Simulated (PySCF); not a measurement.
# [La(NH3)6]3+: how settings move a single point

Aim: repeat the single point on relaxed [La(NH3)6]3+ with altered settings, some of them bad on purpose. The species was built from a template and needn't be a known compound.

Method: PBE0, La lcecp-1-SVP with ECP46, N def2-SVP, H def2-SVP; scalar-relativistic core potentials, no spin–orbit coupling; program: PySCF 2.14.0.

2 further runs of the same task are left out: 2 for a known fault of the program.

### 1 The system as given

25 atoms, charge 3, spin multiplicity 1.

Bond lengths: La1–N2 2.702 Å, La1–N6 2.702 Å, La1–N10 2.702 Å, La1–N14 2.702 Å, La1–N18 2.702 Å, La1–N22 2.702 Å, N2–H3 1.029 Å, N2–H4 1.029 Å, N2–H5 1.029 Å, N6–H7 1.029 Å, N6–H8 1.029 Å, N6–H9 1.029 Å, N10–H11 1.029 Å, N10–H12 1.029 Å, N10–H13 1.029 Å, N14–H15 1.029 Å, N14–H16 1.029 Å, N14–H17 1.029 Å and more. Angles: N2–La1–N6 180.0°, N2–La1–N10 89.8°, N2–La1–N14 89.7°, N2–La1–N18 90.2°, N2–La1–N22 90.3°, N6–La1–N10 90.2°, N6–La1–N14 90.3°, N6–La1–N18 89.8°, N6–La1–N22 89.7°, N10–La1–N14 90.0°, N10–La1–N18 180.0°, N10–La1–N22 90.0°, N14–La1–N18 90.0°, N14–La1–N22 180.0°, N18–La1–N22 90.0°, La1–N2–H3 115.5°, La1–N2–H4 115.5°, La1–N2–H5 115.5° and more.

Geometry (Å):

```xyz
25

La    0.0000    0.0000    0.0000
N     0.0052    0.0077    2.7023
H     0.8106    0.4733    3.1418
H    -0.7980    0.4730    3.1461
H     0.0067   -0.9198    3.1476
N    -0.0052   -0.0077   -2.7023
H     0.7980   -0.4730   -3.1461
H    -0.8106   -0.4733   -3.1418
H    -0.0067    0.9198   -3.1476
N     2.7018   -0.0012    0.0020
H     3.1437   -0.4644    0.8075
H     3.1474   -0.4644   -0.8014
H     3.1423    0.9287    0.0020
N     0.0011    2.7018    0.0066
H     0.4509    3.1415    0.8209
H     0.4778    3.1495   -0.7878
H    -0.9287    3.1423   -0.0064
N    -2.7018    0.0012   -0.0020
H    -3.1474    0.4644    0.8014
H    -3.1437    0.4644   -0.8075
H    -3.1423   -0.9287   -0.0020
N    -0.0011   -2.7018   -0.0066
H    -0.4778   -3.1495    0.7878
H    -0.4509   -3.1415   -0.8209
H     0.9287   -3.1423    0.0064
```

Formal oxidation states: La +3. The 4f shell is empty and lies in the core potential. An earlier session relaxed this geometry at PBE0, La lcecp-1-SVP with ECP46, N def2-SVP, H def2-SVP (singlet, point group Ci).

The sound run used a (50, 194) grid (finer on f atoms), a threshold of 1e-8 and at most 55 cycles, and ended at -369.543691 Eh.

### 2 Try 1

File run.py (the lines that set the calculation):

```python
mol = gto.M(atom='''
La     0.00000     0.00000     0.00000
N      0.00522     0.00767     2.70228
H      0.81060     0.47334     3.14185
H     -0.79799     0.47298     3.14609
H      0.00669    -0.91985     3.14764
N     -0.00522    -0.00767    -2.70228
H      0.79799    -0.47298    -3.14609
H     -0.81060    -0.47334    -3.14185
H     -0.00669     0.91985    -3.14764
N      2.70180    -0.00117     0.00199
H      3.14372    -0.46442     0.80754
H      3.14739    -0.46445    -0.80138
H      3.14235     0.92870     0.00203
N      0.00114     2.70178     0.00662
H      0.45090     3.14154     0.82094
H      0.47777     3.14946    -0.78780
H     -0.92867     3.14231    -0.00642
N     -2.70180     0.00117    -0.00199
H     -3.14739     0.46445     0.80138
H     -3.14372     0.46442    -0.80754
H     -3.14235    -0.92870    -0.00203
N     -0.00114    -2.70178    -0.00662
H     -0.47777    -3.14946     0.78780
H     -0.45090    -3.14154    -0.82094
H      0.92867    -3.14231     0.00642''',
    basis={'La': 'lcecp-1-SVP', 'N': 'def2-SVP', 'H': 'def2-SVP'},
    ecp={'La': 'lcecp-1-SVP'},
    charge=3, spin=0)
mf = dft.RKS(mol, xc='PBE0')
mf.grids.atom_grid = (50, 194)  # f atoms: unpruned, at least (60, 302)
mf = mf.density_fit()  # fitting sets: La AutoAux, N def2-universal-JKFIT, H def2-universal-JKFIT
mf.conv_tol = 1e-06; mf.max_cycle = 55
mf.kernel(dm0)  # dm0: free metal ions and neutral atoms
```

Run with:

```sh
> OMP_NUM_THREADS=4 python run.py
```

Standard output:

```text
init E= -362.11032785826
  HOMO = -0.971222776707561  LUMO = -0.633342502294794  gap/eV = 9.19419
cycle= 1 E= -368.583152569418  delta_E= -6.47  |g|= 2.15  |ddm|=  4.2
  HOMO = -0.544807479937587  LUMO = -0.402100390350316  gap/eV = 3.88326
cycle= 2 E= -367.907407747249  delta_E= 0.676  |g|= 2.65  |ddm|= 3.86
  HOMO = -0.765098154976085  LUMO = -0.45128399622091  gap/eV = 8.53932
cycle= 3 E= -369.53893374266  delta_E= -1.63  |g|= 0.134  |ddm|= 2.47
  HOMO = -0.765769449465771  LUMO = -0.475627958794141  gap/eV = 7.89515
cycle= 4 E= -369.543455056019  delta_E= -0.00452  |g|= 0.0281  |ddm|= 0.209
  HOMO = -0.76158772845484  LUMO = -0.466529648057203  gap/eV = 8.02894
cycle= 5 E= -369.543690120714  delta_E= -0.000235  |g|= 0.00144  |ddm|= 0.0467
  HOMO = -0.7619788239192  LUMO = -0.467253197677487  gap/eV = 8.01989
cycle= 6 E= -369.543690775019  delta_E= -6.54e-07  |g|= 0.000266  |ddm|= 0.00366
  HOMO = -0.761966690596714  LUMO = -0.467129847767758  gap/eV = 8.02292
Extra cycle  E= -369.543690782077  delta_E= -7.06e-09  |g|= 0.000262  |ddm|= 0.000882
converged SCF energy = -369.543690782077
```

Run time: 35 s. Hardware: 4 threads of Arm Neoverse V1, shared host.

Changed: the SCF threshold (1e-06). It converges in 6 cycles, at the sound run's energy within 0.001 eV, with a largest force component of 0.00 eV/Å. The result survives the change.

### 3 Try 2

Changes to run.py (the lines that set the calculation) since step 2:

```diff
@@ -30,5 +30,5 @@
 mf = dft.RKS(mol, xc='PBE0')
-mf.grids.atom_grid = (50, 194)  # f atoms: unpruned, at least (60, 302)
+mf.grids.atom_grid = (40, 110)  # f atoms: unpruned
 mf = mf.density_fit()  # fitting sets: La AutoAux, N def2-universal-JKFIT, H def2-universal-JKFIT
-mf.conv_tol = 1e-06; mf.max_cycle = 55
+mf.conv_tol = 1e-08; mf.max_cycle = 55
 mf.kernel(dm0)  # dm0: free metal ions and neutral atoms
```

Run with:

```sh
> OMP_NUM_THREADS=4 python run.py
```

Standard output:

```text
init E= -362.110649285159
  HOMO = -0.971159280581343  LUMO = -0.633430572609781  gap/eV = 9.19007
cycle= 1 E= -368.583283320525  delta_E= -6.47  |g|= 2.15  |ddm|=  4.2
  HOMO = -0.54481589680888  LUMO = -0.402083390237158  gap/eV = 3.88395
cycle= 2 E= -367.908343567009  delta_E= 0.675  |g|= 2.65  |ddm|= 3.86
  HOMO = -0.765096394202741  LUMO = -0.451443019865661  gap/eV = 8.53494
cycle= 3 E= -369.538895837592  delta_E= -1.63  |g|= 0.134  |ddm|= 2.47
  HOMO = -0.765741382357895  LUMO = -0.475778353958578  gap/eV = 7.89030
cycle= 4 E= -369.543411018822  delta_E= -0.00452  |g|= 0.0281  |ddm|= 0.209
  HOMO = -0.761565510461542  LUMO = -0.466717303535276  gap/eV = 8.02323
cycle= 5 E= -369.543645656696  delta_E= -0.000235  |g|= 0.00144  |ddm|= 0.0466
  HOMO = -0.761953354900624  LUMO = -0.467438862505575  gap/eV = 8.01415
cycle= 6 E= -369.543646302092  delta_E= -6.45e-07  |g|= 0.000262  |ddm|= 0.00365
  HOMO = -0.761942830420162  LUMO = -0.467353168499389  gap/eV = 8.01619
cycle= 7 E= -369.543646323773  delta_E= -2.17e-08  |g|= 0.000109  |ddm|= 0.000599
  HOMO = -0.761940922440429  LUMO = -0.467354093025665  gap/eV = 8.01612
cycle= 8 E= -369.543646326109  delta_E= -2.34e-09  |g|= 3.08e-05  |ddm|= 0.000102
  HOMO = -0.761943963847675  LUMO = -0.467358350898911  gap/eV = 8.01608
Extra cycle  E= -369.543646325993  delta_E= 1.16e-10  |g|= 3.91e-05  |ddm|= 5.89e-05
converged SCF energy = -369.543646325993
```

It took 22 s on 4 threads of Arm Neoverse V1, shared host.

Changed: the integration grid, to (40, 110). It converges in 8 cycles, +0.001 eV from the sound run, with a largest force component of 0.00 eV/Å. The result survives the change.

### 4 Try 3

Changes to run.py (the lines that set the calculation) since step 3:

```diff
@@ -28,7 +28,7 @@
     ecp={'La': 'lcecp-1-SVP'},
-    charge=3, spin=0)
-mf = dft.RKS(mol, xc='PBE0')
-mf.grids.atom_grid = (40, 110)  # f atoms: unpruned
+    charge=3, spin=12)
+mf = dft.UKS(mol, xc='PBE0')
+mf.grids.atom_grid = (50, 194)  # f atoms: unpruned, at least (60, 302)
 mf = mf.density_fit()  # fitting sets: La AutoAux, N def2-universal-JKFIT, H def2-universal-JKFIT
-mf.conv_tol = 1e-08; mf.max_cycle = 55
+mf.conv_tol = 1e-08; mf.max_cycle = 82
 mf.kernel(dm0)  # dm0: free metal ions and neutral atoms
```

Run with:

```sh
> OMP_NUM_THREADS=4 python run.py
```

Standard output:

```text
init E= -362.792379920612
cycle= 1 E= -366.839798195448  delta_E= -4.05  |g|= 1.15  |ddm|= 4.27
cycle= 2 E= -364.776739582056  delta_E= 2.06  |g|= 1.96  |ddm|= 8.53
cycle= 3 E= -367.870339010598  delta_E= -3.09  |g|= 0.231  |ddm|= 7.11
cycle= 4 E= -367.884263043554  delta_E= -0.0139  |g|= 0.139  |ddm|= 0.623
cycle= 5 E= -367.89889778617  delta_E= -0.0146  |g|= 0.0242  |ddm|= 0.468
cycle= 6 E= -367.899599723181  delta_E= -0.000702  |g|= 0.00487  |ddm|= 0.232
cycle= 7 E= -367.899623066905  delta_E= -2.33e-05  |g|= 0.0024  |ddm|= 0.0344
cycle= 8 E= -367.899637363376  delta_E= -1.43e-05  |g|= 0.00111  |ddm|= 0.0373
cycle= 9 E= -367.899644042167  delta_E= -6.68e-06  |g|= 0.000566  |ddm|= 0.0266
cycle= 10 E= -367.899650108708  delta_E= -6.07e-06  |g|= 0.00051  |ddm|= 0.0305
cycle= 11 E= -367.89966100456  delta_E= -1.09e-05  |g|= 0.00031  |ddm|= 0.0774
cycle= 12 E= -367.899665000483  delta_E= -4e-06  |g|= 0.000136  |ddm|= 0.0606
cycle= 13 E= -367.89966544454  delta_E= -4.44e-07  |g|= 6.02e-05  |ddm|= 0.0204
cycle= 14 E= -367.899665478217  delta_E= -3.37e-08  |g|= 3.12e-05  |ddm|= 0.00366
cycle= 15 E= -367.899665496012  delta_E= -1.78e-08  |g|= 1.05e-05  |ddm|= 0.00541
cycle= 16 E= -367.899665496506  delta_E= -4.94e-10  |g|= 4.67e-06  |ddm|= 0.000221
Extra cycle  E= -367.899665496807  delta_E= -3.01e-10  |g|= 4.26e-06  |ddm|= 0.00019
converged SCF energy = -367.899665496807  <S^2> = 42.01414  2S+1 = 13.002175
```

It took 70 s on 4 threads of Arm Neoverse V1, shared host.

Changed: the spin (12 unpaired electrons); the cycle limit is 82. It converges in 16 cycles, +44.736 eV from the sound run, with a largest force component of 5.49 eV/Å. The setting is unsound, so these numbers aren't the compound's.

### 5 Try 4

File run.py (the lines that set the calculation):

```python
mol = gto.M(atom='''
La     0.00000     0.00000     0.00000
N      0.00548     0.00805     2.83740
H      0.85113     0.49701     3.29894
H     -0.83789     0.49663     3.30339
H      0.00703    -0.96585     3.30502
N     -0.00548    -0.00805    -2.83740
H      0.83789    -0.49663    -3.30339
H     -0.85113    -0.49701    -3.29894
H     -0.00703     0.96585    -3.30502
N      2.83689    -0.00123     0.00209
H      3.30090    -0.48764     0.84792
H      3.30476    -0.48767    -0.84145
H      3.29947     0.97513     0.00213
N      0.00120     2.83687     0.00696
H      0.47345     3.29862     0.86199
H      0.50166     3.30694    -0.82719
H     -0.97510     3.29942    -0.00674
N     -2.83689     0.00123    -0.00209
H     -3.30476     0.48767     0.84145
H     -3.30090     0.48764    -0.84792
H     -3.29947    -0.97513    -0.00213
N     -0.00120    -2.83687    -0.00696
H     -0.50166    -3.30694     0.82719
H     -0.47345    -3.29862    -0.86199
H      0.97510    -3.29942     0.00674''',
    basis={'La': 'lcecp-1-SVP', 'N': 'def2-SVP', 'H': 'def2-SVP'},
    ecp={'La': 'lcecp-1-SVP'},
    charge=3, spin=0)
mf = dft.RKS(mol, xc='PBE0')
mf.grids.atom_grid = (50, 194)  # f atoms: unpruned, at least (60, 302)
mf = mf.density_fit()  # fitting sets: La AutoAux, N def2-universal-JKFIT, H def2-universal-JKFIT
mf.conv_tol = 1e-08; mf.max_cycle = 55
mf.kernel(dm0)  # dm0: free metal ions and neutral atoms
```

Run with:

```sh
> OMP_NUM_THREADS=4 python run.py
```

Standard output:

```text
init E= -361.583203708477
  HOMO = -0.936017089580487  LUMO = -0.615513571579655  gap/eV = 8.72134
cycle= 1 E= -368.52088987657  delta_E= -6.94  |g|= 2.13  |ddm|= 4.02
  HOMO = -0.529225239365742  LUMO = -0.418665506857116  gap/eV = 3.00848
cycle= 2 E= -367.526748074163  delta_E= 0.994  |g|= 2.83  |ddm|= 3.97
  HOMO = -0.748211388802565  LUMO = -0.448987214412978  gap/eV = 8.14230
cycle= 3 E= -369.492870557397  delta_E= -1.97  |g|= 0.158  |ddm|= 2.64
  HOMO = -0.750111877023909  LUMO = -0.482340090663987  gap/eV = 7.28644
cycle= 4 E= -369.499607019246  delta_E= -0.00674  |g|= 0.0319  |ddm|= 0.26
  HOMO = -0.745428381892872  LUMO = -0.471334737381989  gap/eV = 7.45847
cycle= 5 E= -369.49992803802  delta_E= -0.000321  |g|= 0.00157  |ddm|= 0.0551
  HOMO = -0.745833374175965  LUMO = -0.472156967186636  gap/eV = 7.44711
cycle= 6 E= -369.499928887017  delta_E= -8.49e-07  |g|= 0.000357  |ddm|= 0.00428
  HOMO = -0.745823536059451  LUMO = -0.472045109002543  gap/eV = 7.44989
cycle= 7 E= -369.499928924146  delta_E= -3.71e-08  |g|= 0.000181  |ddm|= 0.00075
  HOMO = -0.745820727086568  LUMO = -0.472042345800136  gap/eV = 7.44989
cycle= 8 E= -369.499928931087  delta_E= -6.94e-09  |g|= 3.28e-05  |ddm|= 0.000152
  HOMO = -0.745824557864984  LUMO = -0.472047938801578  gap/eV = 7.44984
Extra cycle  E= -369.499928930907  delta_E= 1.8e-10  |g|= 4.41e-05  |ddm|= 6.57e-05
converged SCF energy = -369.499928930907
```

It took 31 s on 4 threads of Arm Neoverse V1, shared host.

Changed: the scale of all coordinates (1.05). It converges in 8 cycles, +1.191 eV from the sound run, with a largest force component of 1.73 eV/Å. The setting is unsound, so these numbers aren't the compound's.

### 6 Try 5

File run.py (the lines that set the calculation):

```python
mol = gto.M(atom='''
La     0.00000     0.00000     0.00000
N      0.00522     0.00767     2.70228
H      0.81060     0.47334     3.14185
H     -0.79799     0.47298     3.14609
H      0.00669    -0.91985     3.14764
N     -0.00522    -0.00767    -2.70228
H      0.79799    -0.47298    -3.14609
H     -0.81060    -0.47334    -3.14185
H     -0.00669     0.91985    -3.14764
N      2.70180    -0.00117     0.00199
H      3.14372    -0.46442     0.80754
H      3.14739    -0.46445    -0.80138
H      3.14235     0.92870     0.00203
N      0.00114     2.70178     0.00662
H      0.45090     3.14154     0.82094
H      0.47777     3.14946    -0.78780
H     -0.92867     3.14231    -0.00642
N     -2.70180     0.00117    -0.00199
H     -3.14739     0.46445     0.80138
H     -3.14372     0.46442    -0.80754
H     -3.14235    -0.92870    -0.00203
N     -0.00114    -2.70178    -0.00662
H     -0.47777    -3.14946     0.78780
H     -0.45090    -3.14154    -0.82094
H      0.92867    -3.14231     0.00642''',
    basis={'La': 'lcecp-1-SVP', 'N': 'def2-SVP', 'H': 'def2-SVP'},
    ecp={'La': 'lcecp-1-SVP'},
    charge=3, spin=0)
mf = dft.RKS(mol, xc='PBE0')
mf.grids.atom_grid = (50, 194)  # f atoms: unpruned, at least (60, 302)
mf = mf.density_fit()  # fitting sets: La AutoAux, N def2-universal-JKFIT, H def2-universal-JKFIT
mf.conv_tol = 1e-08; mf.max_cycle = 70
mf.kernel(dm0)  # dm0: core Hamiltonian
```

Run with:

```sh
> OMP_NUM_THREADS=4 python run.py
```

Standard output:

```text
init E= -321.620135751632
  HOMO = -0.0697987768686214  LUMO = -0.0615646404038782  gap/eV = 0.22406
cycle= 1 E= -327.932817486965  delta_E= -6.31  |g|= 8.45  |ddm|= 45.7
  HOMO = -2.83532016975324  LUMO = -2.00072395819222  gap/eV = 22.71052
cycle= 2 E= -343.695569395096  delta_E= -15.8  |g|= 9.71  |ddm|= 43.5
  HOMO = -1.35976707244275  LUMO = -1.15600305279872  gap/eV = 5.54470
cycle= 3 E= -367.634946645571  delta_E= -23.9  |g|= 2.84  |ddm|= 7.93
  HOMO = -0.880304612391923  LUMO = -0.484815751607894  gap/eV = 10.76180
cycle= 4 E= -369.142280170412  delta_E= -1.51  |g|= 1.35  |ddm|= 1.76
  HOMO = -0.829357537498285  LUMO = -0.584806423829953  gap/eV = 6.65457
cycle= 5 E= -369.497098698873  delta_E= -0.355  |g|= 0.424  |ddm|= 1.16
  HOMO = -0.764356180511316  LUMO = -0.471925360150007  gap/eV = 7.95745
cycle= 6 E= -369.543152571344  delta_E= -0.0461  |g|= 0.0514  |ddm|= 0.572
  HOMO = -0.760388940584131  LUMO = -0.466380722091829  gap/eV = 8.00037
cycle= 7 E= -369.543520464861  delta_E= -0.000368  |g|= 0.028  |ddm|= 0.0526
  HOMO = -0.761785804355163  LUMO = -0.466781422838932  gap/eV = 8.02748
cycle= 8 E= -369.543686639559  delta_E= -0.000166  |g|= 0.00424  |ddm|= 0.0231
  HOMO = -0.761925015530556  LUMO = -0.4671402506078  gap/eV = 8.02150
cycle= 9 E= -369.543690770453  delta_E= -4.13e-06  |g|= 0.000358  |ddm|= 0.00499
  HOMO = -0.761968076892328  LUMO = -0.467172197120556  gap/eV = 8.02180
cycle= 10 E= -369.543690799548  delta_E= -2.91e-08  |g|= 2.17e-05  |ddm|= 0.00031
  HOMO = -0.761967616180108  LUMO = -0.467171454393157  gap/eV = 8.02181
cycle= 11 E= -369.543690799668  delta_E= -1.2e-10  |g|= 5.11e-06  |ddm|= 2.76e-05
  HOMO = -0.761967202953342  LUMO = -0.467171528793502  gap/eV = 8.02180
Extra cycle  E= -369.543690799672  delta_E= -3.18e-12  |g|= 3.1e-06  |ddm|= 9.12e-06
converged SCF energy = -369.543690799672
```

Run time: 29 s. Hardware: 4 threads of Arm Neoverse V1, shared host.

Changed: the starting guess (bare core Hamiltonian); the cycle limit is 70. It converges in 11 cycles, at the sound run's energy within 0.001 eV, with a largest force component of 0.00 eV/Å. The result survives the change.

### 7 Results

| run | changed | ending | energy change (eV) | cycles | time | usable |
| --- | --- | --- | --- | --- | --- | --- |
| 1 | the SCF threshold | converged | 0.000 | 6 | 35 s | yes |
| 2 | the integration grid | converged | +0.001 | 8 | 22 s | yes |
| 3 | the spin | converged | +44.736 | 16 | 70 s | no |
| 4 | the scale of all coordinates | converged | +1.191 | 8 | 31 s | no |
| 5 | the starting guess | converged | 0.000 | 11 | 29 s | yes |

3 of 5 altered runs give a usable result. 2 ended normally with numbers unfit to quote.
